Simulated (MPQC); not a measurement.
# SnF2 (SMILES [F][Sn][F]), run twice

Wanted: the energy of SnF2, HF/3-21G.

Program for the calculation: MPQC 2.3.1.

5 further runs of the same task are left out: 2 that didn't finish, 3 set aside as unsound or not needed.

**1. The structure to begin with**

SnF2: 3 atoms, total charge 0, spin state singlet. As SMILES, `[F][Sn][F]`. Geometry: a GFN2-xTB relaxation, a rough one for these elements and not checked as a minimum.

Bond lengths: Sn1–F2 2.077 Å, Sn1–F3 2.076 Å. Angles: F2–Sn1–F3 102.6°.

**2. The input as first written**

The input, input.in:

```
% emacs should use -*- KeyVal -*- mode
molecule<Molecule>: (
   symmetry = c1
   unit = angstrom
   { atoms geometry } = {
      Sn [ 0.005290    -0.007560    -0.865150 ]
      F  [ 1.618310    -0.021230     0.443060 ]
      F  [ -1.623610     0.028790     0.422090 ]
   }
)
basis<GaussianBasisSet>: (
   name = "3-21G"
   molecule = $:molecule
   basisdir = "."
   puream = yes
)
mpqc: (
   checkpoint = no
   savestate = no
   restart = no
   do_energy = yes
   do_gradient = no
   optimize = no
   mole<CLHF>: (
      molecule = $:molecule
      basis = $:basis
      total_charge = 0
      memory = 1000000000
      print_evals = yes
      maxiter = 3
   )
)
```

The basis set 3-21G is read from a file made from the Basis Set Exchange's data (not shown).

The run is started by

```sh
$ mpqc input.in > input.out
```

Log:

```text
MPQC: Massively Parallel Quantum Chemistry
                                   Version 2.3.1

  Using IntegralV3 by default for molecular integrals evaluation

  CLSCF::init: total charge = 0

  docc = [ 34 ]
  nbasis = 49

  Molecular formula F2Sn

  MPQC options:
    matrixkit     = <ReplSCMatrixKit>
    restart       = no
    checkpoint    = no
    savestate     = no
    do_energy     = yes
    do_gradient   = no
    optimize      = no
    write_pdb     = no
    print_mole    = yes
    print_timings = yes

  SCF::compute: energy accuracy = 1.0000000e-06

  nuclear repulsion energy =  242.5586267071

  integral intermediate storage = 228020 bytes
  integral cache = 999752380 bytes
  Starting from core Hamiltonian guess

  Using symmetric orthogonalization.
  n(basis):            49
  Maximum orthogonalization residual = 2.46956
  Minimum orthogonalization residual = 0.12404
  Beginning iterations.  Basis is 3-21G.
  iter     1 energy = -6181.9215730943 delta = 3.57053e-01
  iter     2 energy = -6191.1380110068 delta = 1.58699e-01
  iter     3 energy = -6192.9380101214 delta = 1.12317e-01

  A
        1 -1034.63315    2.00000
        2 -155.98980    2.00000
        3 -145.13270    2.00000
        4 -145.13256    2.00000
        5 -145.13244    2.00000
        6  -31.31836    2.00000
        7  -26.69162    2.00000
        8  -26.69127    2.00000
        9  -26.69125    2.00000
       10  -26.12420    2.00000
       11  -26.12400    2.00000
       12  -18.85516    2.00000
       13  -18.85486    2.00000
       14  -18.85454    2.00000
       15  -18.85426    2.00000
       16  -18.85417    2.00000
       17   -5.36609    2.00000
       18   -3.74971    2.00000
       19   -3.74865    2.00000
       20   -3.74828    2.00000
       21   -1.52858    2.00000
       22   -1.52822    2.00000
       23   -1.24107    2.00000
       24   -1.24068    2.00000
       25   -1.24025    2.00000
       26   -1.23883    2.00000
       27   -1.23870    2.00000
[... 9 lines of this table left out ...]
       37    0.11401    0.00000
       38    0.37007    0.00000
       39    0.42060    0.00000
       40    0.45347    0.00000
       41    0.46715    0.00000
       42    2.18298    0.00000
       43    2.20014    0.00000
       44    2.20283    0.00000
       45    2.22511    0.00000
       46    2.32018    0.00000
       47    2.35761    0.00000
       48    3.42202    0.00000
       49    3.52886    0.00000

  HOMO is    34   A =  -0.301562
  LUMO is    35   A =   0.008204

  total scf energy = -6192.9380101214
ERROR: SC EXCEPTION RAISED:
terminate called after throwing an instance of 'sc::ToleranceExceeded'
```

It took 0.24 s on 1 thread of Arm Neoverse V2, shared host.

**3. What went wrong**

The run stopped without converging.

What is wrong: the iteration cap is too low for convergence. To mend it: raise the iteration cap from 3.

**4. The mended input**

The input, run.in:

```
% emacs should use -*- KeyVal -*- mode
molecule<Molecule>: (
   symmetry = c1
   unit = angstrom
   { atoms geometry } = {
      Sn [ 0.005290      -0.007560      -0.865150 ]
      F  [ 1.618310      -0.021230       0.443060 ]
      F  [ -1.623610       0.028790       0.422090 ]
   }
)
basis<GaussianBasisSet>: (
   name = "3-21G"
   molecule = $:molecule
   basisdir = "."
   puream = yes
)
mpqc: (
   checkpoint = no
   savestate = no
   restart = no
   do_energy = yes
   do_gradient = no
   optimize = no
   mole<CLHF>: (
      molecule = $:molecule
      basis = $:basis
      total_charge = 0
      memory = 1000000000
      print_evals = yes
      maxiter = 100
   )
)
```

The basis set 3-21G is read from a file made from the Basis Set Exchange's data (not shown).

The run is started by

```sh
$ mpqc run.in > run.out
```

Log:

```text
MPQC: Massively Parallel Quantum Chemistry
[...]
  CLSCF::init: total charge = 0
[...]
  nbasis = 49
[...]
  iter     1 energy = -6181.9215730943 delta = 3.57053e-01
[...]
  LUMO is    35   A =  -0.008310
  total scf energy = -6194.1354799673
Value of the MolecularEnergy: -6194.1354799673
[...]
      symmetry = c1
[...]
```

Wall time 0.72 s (1 thread of Arm Neoverse V2, shared host).

**5. Outcome**

Level: HF/3-21G.

| quantity | value |
| --- | --- |
| total energy | -6194.13548 Eh |
| HOMO energy | -10.47 eV |
| LUMO energy | -0.23 eV |
| HOMO–LUMO gap | 10.25 eV |

Relativity is left out although the molecule holds a heavy atom.
